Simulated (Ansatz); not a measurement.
**SiGeH4F2: geometry optimisation**

Aim: relax SiGeH4F2 at this level.

Method: RKS B3LYP-D4/def2-SVPD; program: Ansatz 0.2.0.

### 1 Where the work starts

SMILES `F[SiH](F)[GeH3]`, 8 atoms, charge 0, spin multiplicity 1.

Atoms are counted from 1 here; the program's logs count them from 0.

Bond lengths: F1–Si2 1.651 Å, Si2–F3 1.651 Å, Si2–Ge4 2.389 Å, Si2–H5 1.498 Å, Ge4–H6 1.547 Å, Ge4–H7 1.545 Å, Ge4–H8 1.547 Å. Angles: F1–Si2–F3 106.6°, F1–Si2–Ge4 108.9°, F1–Si2–H5 106.8°, F3–Si2–Ge4 108.9°, F3–Si2–H5 106.8°, Ge4–Si2–H5 118.2°, Si2–Ge4–H6 109.4°, Si2–Ge4–H7 109.4°, Si2–Ge4–H8 109.4°, H6–Ge4–H7 109.7°, H6–Ge4–H8 109.2°, H7–Ge4–H8 109.7°.

As a file:

```csv
atom,x (Å),y (Å),z (Å)
F1,1.2943,-1.4525,1.2296
Si2,1.1350,-0.1046,0.2896
F3,1.9988,-0.3853,-1.0891
Ge4,-1.1683,0.1712,-0.2834
H5,1.8242,1.0118,1.0128
H6,-1.9958,0.3912,1.0049
H7,-1.6711,-1.0930,-1.0157
H8,-1.3250,1.4042,-1.2044
```

### 2 Relaxation

Input file input.yaml:

```yaml
crystal:
  periodic: [false, false, false]
  atoms:
    - { symbol: F, position_ang: [1.294257, -1.452512, 1.229592] }
    - { symbol: Si, position_ang: [1.134995, -0.104606, 0.289583] }
    - { symbol: F, position_ang: [1.998812, -0.385292, -1.089142] }
    - { symbol: Ge, position_ang: [-1.168278, 0.171153, -0.283428] }
    - { symbol: H, position_ang: [1.824208, 1.011781, 1.012836] }
    - { symbol: H, position_ang: [-1.995817, 0.391153, 1.004935] }
    - { symbol: H, position_ang: [-1.671053, -1.093048, -1.015706] }
    - { symbol: H, position_ang: [-1.325024, 1.404172, -1.20437] }
basis:
  gaussian: { orbitals: def2-SVPD }
hamiltonian:
  xc: { name: B3LYP }
  dispersion: d4
output:
  forces: true
relax:
  f_tol: 0.003
  max_steps: 120
```

On the command line:

```console
> ansatz run input.yaml --threads 1 --pin off --max-ram 2560MiB --backend cpu --events-out ev --progress --plain --runs-dir out
```

Q: Predict the outcome of this session. Wanted: energy gained; root mean square move; dipole moment.

As calculated:

| quantity | value |
| --- | --- |
| energy gained | 0.0089 eV |
| root mean square move | 0.010 Å |
| dipole moment | 2.16 D |

What this shows: Bond lengths: F1–Si2 1.638 Å, Si2–F3 1.638 Å, Si2–Ge4 2.390 Å, Si2–H5 1.485 Å, Ge4–H6 1.539 Å, Ge4–H7 1.537 Å, Ge4–H8 1.539 Å. Angles: F1–Si2–F3 106.5°, F1–Si2–Ge4 109.0°, F1–Si2–H5 107.0°, F3–Si2–Ge4 109.0°, F3–Si2–H5 107.0°, Ge4–Si2–H5 117.9°, Si2–Ge4–H6 109.4°, Si2–Ge4–H7 109.6°, Si2–Ge4–H8 109.4°, H6–Ge4–H7 109.7°, H6–Ge4–H8 109.1°, H7–Ge4–H8 109.7°. No frequencies were computed here.
